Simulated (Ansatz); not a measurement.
# B13C2: further runs on the relaxed cell

The task here is to estimate one member of a computed series from the others.

Program: Ansatz 0.2.0. Level of theory: DFT r2SCAN, scalar-relativistic, plane waves, PAW. These are calculated values, not measurements.

## The starting structure

It takes space group R-3m (No. 166, trigonal). Conventional cell: a = 5.647 Å, b = 5.647 Å, c = 12.089 Å, α = 90.00°, β = 90.00°, γ = 120.00°. Around B (site symmetry -3m) lie 2 C at 1.44 Å. B (site symmetry m) has 1 C at 1.60 Å and 5 B at 1.78 to 1.81 Å as nearest neighbours. B (site symmetry m) has 6 B at 1.76 to 1.81 Å as nearest neighbours. C (site symmetry 3m) has 4 B at 1.44 to 1.60 Å as nearest neighbours.

Structure file:

```cif
data_structure
_symmetry_space_group_name_H-M 'R-3m:H'
_symmetry_Int_Tables_number 166
_cell_length_a 5.6467
_cell_length_b 5.6467
_cell_length_c 12.0892
_cell_angle_alpha 90.000
_cell_angle_beta 90.000
_cell_angle_gamma 120.000
_cell_volume 333.82
loop_
_atom_site_label
_atom_site_type_symbol
_atom_site_symmetry_multiplicity
_atom_site_Wyckoff_symbol
_atom_site_fract_x
_atom_site_fract_y
_atom_site_fract_z
_atom_site_occupancy
B1 B 3 b 0.33333 0.66667 0.16667 1
B2 B 18 h 0.49496 0.50504 0.30847 1
B3 B 18 h 0.22801 0.77199 0.77980 1
C1 C 6 c 0.33333 0.66667 0.28549 1
```

It goes back to an entry of the Materials Project.

This cell was relaxed beforehand with the same method: volume 7.42 Å³/atom, gap on the mesh none (metal).

Set-up of the first run:

input.yaml reads:

```yaml
crystal:
  lattice:
    - [2.7948099691, 1.613584288, 3.9890349216]
    - [-2.7948099691, 1.613584288, 3.9890349216]
    - [0.0, -3.227168576, 3.9890349216]
  atoms:
    - { symbol: B, position: [0.5, 0.5, 0.5] }
    - { symbol: B, position: [0.8034293145, 0.3185508987, 0.8034293145] }
    - { symbol: B, position: [0.8034293145, 0.8034293145, 0.3185508987] }
    - { symbol: B, position: [0.3185508987, 0.8034293145, 0.8034293145] }
    - { symbol: B, position: [0.6814491013, 0.1965706855, 0.1965706855] }
    - { symbol: B, position: [0.1965706855, 0.6814491013, 0.1965706855] }
    - { symbol: B, position: [0.1965706855, 0.1965706855, 0.6814491013] }
    - { symbol: B, position: [0.0078058177, 0.3237906481, 0.0078058177] }
    - { symbol: B, position: [0.0078058177, 0.0078058177, 0.3237906481] }
    - { symbol: B, position: [0.3237906481, 0.0078058177, 0.0078058177] }
    - { symbol: B, position: [0.6762093519, 0.9921941823, 0.9921941823] }
    - { symbol: B, position: [0.9921941823, 0.6762093519, 0.9921941823] }
    - { symbol: B, position: [0.9921941823, 0.9921941823, 0.6762093519] }
    - { symbol: C, position: [0.6188267926, 0.6188267926, 0.6188267926] }
    - { symbol: C, position: [0.3811732074, 0.3811732074, 0.3811732074] }
basis:
  ecutwfc: 500
kpoints:
  mp_grid: { grid: [9, 9, 9] }
hamiltonian:
  xc: r2scan
scf:
  occupations: { method: gaussian, width: 0.1 }
output:
  forces: true
  stress: true
  eigenvalues: true
relax:
  adjacent_minimum: "off"
  f_tol: 0.01
  max_steps: 30
  cell: { stress_tol: 0.1, fix: [volume] }
```

Run with:

```bash
> ansatz run input.yaml --threads 4 --pin off --max-ram 10240MiB --backend cpu --events-out ev --progress --plain --runs-dir out
```

Among the steps run: Volume × 0.97; Volume × 1.03; The cell scaled to 0.94 of its volume; Point at V/V0 = 1.06; The cell scaled to 0.91 of its volume; Point at V/V0 = 1.10; Point at V/V0 = 0.88.

One of the session's tables, all rows but one given; the rest of the session is left out.

```
volume (Å³/atom)  energy above the lowest point (meV/atom)  pressure (GPa)
           6.528                                      92.1           36.44
           6.751                                         ?               ?
           6.973                                      20.9           15.75
           7.196                                       5.0            7.34
           7.418                                       0.0            0.01
           7.641                                       4.5           -6.39
           7.863                                      17.3          -11.96
           8.160                                      45.5          -18.26
```

Q: Estimate the row for volume (Å³/atom) = 6.751 from the others.

Worked estimate for «energy above the lowest point (meV/atom)». A straight line through the neighbours (6.528, 92.1) and (6.973, 20.9) gives 92.1 + (20.9 − 92.1) × (6.751 − 6.528) / (6.973 − 6.528) = 56.4; a parabola fitted to 3 rows on both sides gives 49.8.

The run gave: energy above the lowest point (meV/atom): 49.4; pressure (GPa): 25.40. In «energy above the lowest point (meV/atom)» the line misses by +7.0 and the parabola by +0.4.
